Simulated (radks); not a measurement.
**Ar⁴⁺ in [Ne] 3s2 3p2: an all-electron calculation**

One table from this session's results is given with a row withheld; the runs are named, their logs left out.

Program: radks (a radial shooting solver on a logarithmic mesh, Libxc functionals) version 1. Level of theory: scalar-relativistic Kohn-Sham, r2SCAN, spin-polarised, spherical densities, finite nucleus; open shells are filled with parallel spins first. These are calculated values, not measurements, unless marked.

## What is computed

```
element            : argon (Z = 18)
charge             : +4
electrons          : 14
configuration      : [Ne] 3s2 3p2
nuclear rms radius : 3.4274 fm
```

The outer shells:

Ar⁴⁺
```
[Ne] core
3s [↑↓]
3p [↑ ][↑ ][  ]
```

Set-up of the first run:

Input:

```text
Z 18
configuration [Ne] 3s2 3p2
relativity scalar-relativistic
functional r2scan,r2scan
spin polarised
nucleus finite rms 3.4274 fm
c 137.035999084
```

One table of the session follows, with a row left open; its other results are not shown here.

It belongs to the step «Orbitals and density». From the orbitals of this run (lengths in bohr):

```
  level      <r>  outermost maximum (interpolated)  90 % within  nodes
  1s up  0.08573                            0.0561        0.153      0
1s down  0.08571                            0.0561        0.153      0
  2s up        ?                                 ?            ?      ?
2s down   0.4112                             0.338        0.641      1
  2p up   0.3744                             0.280        0.619      0
2p down   0.3743                             0.281        0.618      0
  3s up    1.254                              1.11         1.85      2
3s down    1.264                              1.11         1.87      2
  3p up    1.331                              1.17         1.99      1
3p down    1.344                              1.17         2.02      1
```

Q: Estimate the row for 2s up from the others.

The run gave: <r>: 0.4114; outermost maximum (interpolated): 0.337; 90 % within: 0.641; nodes: 1. In the column «<r>» it lies between 2s down (0.4112) and 3s up (1.254).

To keep in mind: Open shells are spherical and high-spin; term and fine-structure splittings are not resolved.
